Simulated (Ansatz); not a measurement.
# Te2Mo: further runs on the relaxed cell

Aim: for Te2Mo, measure the bulk modulus from energies at several volumes.

Program: Ansatz 0.2.0. Level of theory: DFT r2SCAN, scalar-relativistic, plane waves, PAW. These are calculated values, not measurements.

2 further runs of the same task are left out: 2 set aside as unsound or not needed.

## (1) The starting structure

The structure is hexagonal, space group P6_3/mmc (No. 194). Conventional cell: a = 3.564 Å, b = 3.564 Å, c = 14.727 Å, α = 90.00°, β = 90.00°, γ = 120.00°. Te (site symmetry 3m) is surrounded by 3 Mo at 2.73 Å. Mo (site symmetry -6m2) has 6 Te at 2.73 Å as nearest neighbours.

As a file:

```cif
data_structure
_symmetry_space_group_name_H-M 'P6_3/mmc'
_symmetry_Int_Tables_number 194
_cell_length_a 3.5635
_cell_length_b 3.5635
_cell_length_c 14.7270
_cell_angle_alpha 90.000
_cell_angle_beta 90.000
_cell_angle_gamma 120.000
_cell_volume 161.96
loop_
_atom_site_label
_atom_site_type_symbol
_atom_site_symmetry_multiplicity
_atom_site_Wyckoff_symbol
_atom_site_fract_x
_atom_site_fract_y
_atom_site_fract_z
_atom_site_occupancy
Te1 Te 4 f 0.33333 0.66667 0.62849 1
Mo1 Mo 2 c 0.33333 0.66667 0.25000 1
```

It is the result of an earlier relaxation at this level (volume 26.99 Å³/atom; gap on the mesh: 1.06 eV).

## (2) Volume × 0.97

input.yaml reads:

```yaml
crystal:
  lattice:
    - [3.52750402, 0.0, 0.0]
    - [-1.76375201, 3.0549080933, 0.0]
    - [0.0, 0.0, 14.5782597241]
  atoms:
    - { symbol: Te, position: [0.3333333333, 0.6666666667, 0.6284883582] }
    - { symbol: Te, position: [0.6666666667, 0.3333333333, 0.1284883582] }
    - { symbol: Te, position: [0.3333333333, 0.6666666667, 0.8715116418] }
    - { symbol: Te, position: [0.6666666667, 0.3333333333, 0.3715116418] }
    - { symbol: Mo, position: [0.3333333333, 0.6666666667, 0.25] }
    - { symbol: Mo, position: [0.6666666667, 0.3333333333, 0.75] }
basis:
  ecutwfc: 500
kpoints:
  mp_grid: { grid: [9, 9, 2] }
hamiltonian:
  xc: r2scan
scf:
  occupations: { method: gaussian, width: 0.02 }
output:
  forces: true
  stress: true
  eigenvalues: true
  write_density: true
  write_potential: true
  elf: true
  volumetric_format: npy
relax:
  adjacent_minimum: "off"
  f_tol: 0.01
  max_steps: 30
  cell: { stress_tol: 0.1, fix: [volume] }
```

Command:

```
$ ansatz run input.yaml --threads 4 --pin off --max-ram 10240MiB --backend cpu --events-out ev --progress --plain --runs-dir out
```

## (3) The cell scaled to 1.03 of its volume

Edit input.yaml of step 2 so:

```diff
@@ -2,5 +2,5 @@
   lattice:
-    - [3.52750402, 0.0, 0.0]
-    - [-1.76375201, 3.0549080933, 0.0]
-    - [0.0, 0.0, 14.5782597241]
+    - [3.5987859325, 0.0, 0.0]
+    - [-1.7993929662, 3.1166400403, 0.0]
+    - [0.0, 0.0, 14.8728493908]
   atoms:
@@ -24,6 +24,2 @@
   eigenvalues: true
-  write_density: true
-  write_potential: true
-  elf: true
-  volumetric_format: npy
 relax:
```

## (4) Volume × 0.94

input.yaml reads:

```yaml
crystal:
  lattice:
    - [3.5143593861, 0.0, 0.0]
    - [-1.757179693, 3.0435245063, 0.0]
    - [0.0, 0.0, 14.2332636691]
  atoms:
    - { symbol: Te, position: [0.3333333333, 0.6666666667, 0.6254524504] }
    - { symbol: Te, position: [0.6666666667, 0.3333333333, 0.1254524504] }
    - { symbol: Te, position: [0.3333333333, 0.6666666667, 0.8745475496] }
    - { symbol: Te, position: [0.6666666667, 0.3333333333, 0.3745475496] }
    - { symbol: Mo, position: [0.3333333333, 0.6666666667, 0.25] }
    - { symbol: Mo, position: [0.6666666667, 0.3333333333, 0.75] }
basis:
  ecutwfc: 500
kpoints:
  mp_grid: { grid: [9, 9, 2] }
hamiltonian:
  xc: r2scan
scf:
  occupations: { method: gaussian, width: 0.02 }
output:
  forces: true
  stress: true
  eigenvalues: true
relax:
  adjacent_minimum: "off"
  f_tol: 0.01
  max_steps: 30
  cell: { stress_tol: 0.1, fix: [volume] }
```

## (5) Point at V/V0 = 1.06

input.yaml reads:

```yaml
crystal:
  lattice:
    - [3.6053893644, 0.0, 0.0]
    - [-1.8026946822, 3.1223587801, 0.0]
    - [0.0, 0.0, 15.2500231329]
  atoms:
    - { symbol: Te, position: [0.3333333333, 0.6666666667, 0.6316533462] }
    - { symbol: Te, position: [0.6666666667, 0.3333333333, 0.1316533462] }
    - { symbol: Te, position: [0.3333333333, 0.6666666667, 0.8683466538] }
    - { symbol: Te, position: [0.6666666667, 0.3333333333, 0.3683466538] }
    - { symbol: Mo, position: [0.3333333333, 0.6666666667, 0.25] }
    - { symbol: Mo, position: [0.6666666667, 0.3333333333, 0.75] }
basis:
  ecutwfc: 500
kpoints:
  mp_grid: { grid: [9, 9, 2] }
hamiltonian:
  xc: r2scan
scf:
  occupations: { method: gaussian, width: 0.02 }
output:
  forces: true
  stress: true
  eigenvalues: true
relax:
  adjacent_minimum: "off"
  f_tol: 0.01
  max_steps: 30
  cell: { stress_tol: 0.1, fix: [volume] }
```

(Steps that only read results are left out.)

**Question.** What will these runs give? Wanted: equilibrium volume of the fit; bulk modulus.

As calculated:

| quantity | value |
| --- | --- |
| equilibrium volume of the fit | 27.01 Å³/atom |
| bulk modulus | 17 GPa |
| its pressure derivative | 17.5 |

In words: The fit puts the minimum at 27.01 Å³/atom with B = 17 GPa and B' = 17.5. B' = 17.5 lies outside the usual range of about 3 to 6, so take the fit with care. The gap on the mesh goes from 0.92 eV at the smallest volume to 1.06 eV at the largest. These runs have no spin-orbit coupling; with Te it would split and shift bands. Layers here are held mostly by dispersion, which this level lacks, so their spacing and the stiffness across them are unreliable there.
